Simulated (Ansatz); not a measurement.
# AlSiH₆SN: how energies converge with the basis set

How large a basis does AlSiH₆SN need? Two functionals are run in growing sets.

Method: one geometry, several basis sets; program: Ansatz 0.2.0, Gaussian basis.

Levels to be run: PBE0-D4/def2-SVP; ωB97M-V/def2-SVP; PBE0-D4/def2-QZVPP; ωB97M-V/def2-QZVPP; the functionals' def2-TZVPP values are taken from earlier runs.

## 1. The relaxed structure

An earlier PBE0-D4 in a triple-zeta def2 set relaxation fixed the geometry.

SMILES `N[SiH2][S][AlH2]`, 10 atoms, charge 0, spin multiplicity 1.

Atoms are counted from 1 here; the program's logs count them from 0.

Bond lengths: N1–Si2 1.709 Å, N1–H5 1.007 Å, N1–H6 1.007 Å, Si2–S3 2.159 Å, Si2–H7 1.482 Å, Si2–H8 1.482 Å, S3–Al4 2.172 Å, Al4–H9 1.579 Å, Al4–H10 1.586 Å. Angles: Si2–N1–H5 119.7°, Si2–N1–H6 120.8°, H5–N1–H6 111.4°, N1–Si2–S3 117.2°, N1–Si2–H7 106.7°, N1–Si2–H8 108.6°, S3–Si2–H7 108.8°, S3–Si2–H8 103.7°, H7–Si2–H8 111.9°, Si2–S3–Al4 97.9°, S3–Al4–H9 118.4°, S3–Al4–H10 118.6°, H9–Al4–H10 123.0°.

## 2. PBE0-D4 in def2-SVP

in.yaml

```yaml
crystal:
  periodic: [false, false, false]
  atoms:
    - {symbol: N, position_ang: [-0.698564, 1.559711, 0.334324]}
    - {symbol: Si, position_ang: [-1.224706, 0.031357, -0.221994]}
    - {symbol: S, position_ang: [0.120342, -1.070363, -1.501429]}
    - {symbol: Al, position_ang: [1.767768, -1.272995, -0.100992]}
    - {symbol: H, position_ang: [-0.061199, 1.614635, 1.112654]}
    - {symbol: H, position_ang: [-0.561183, 2.322888, -0.308573]}
    - {symbol: H, position_ang: [-1.513999, -0.784282, 0.980933]}
    - {symbol: H, position_ang: [-2.429965, 0.223077, -1.062007]}
    - {symbol: H, position_ang: [3.074442, -2.017309, -0.582378]}
    - {symbol: H, position_ang: [1.610264, -0.658118, 1.352462]}
basis:
  gaussian: {orbitals: def2-SVP}
hamiltonian: {xc: pbe0, dispersion: d4}
output: {orbitals: {seedname: orbitals}}
```

On the command line:

```bash
$ ansatz run in.yaml --threads 2 --pin off --events-out ev --progress --plain --max-ram 4352MiB
```

The runs that follow: ωB97M-V in def2-SVP; PBE0-D4 in def2-QZVPP; ωB97M-V in def2-QZVPP.

Before running them: what should the planned runs give, taken together? Wanted: PBE0-D4: double and triple zeta above quadruple; ωB97M-V: double and triple zeta above quadruple.

**Answer**, as computed:

```
                                       quantity           value
PBE0-D4: double and triple zeta above quadruple  11.75, 0.90 eV
ωB97M-V: double and triple zeta above quadruple  11.78, 0.86 eV
```

**Reading.** PBE0-D4 gains 10.85 eV from double to triple zeta, then 0.90 eV more. Total energies overstate the basis error of differences, where much of it tends to cancel.
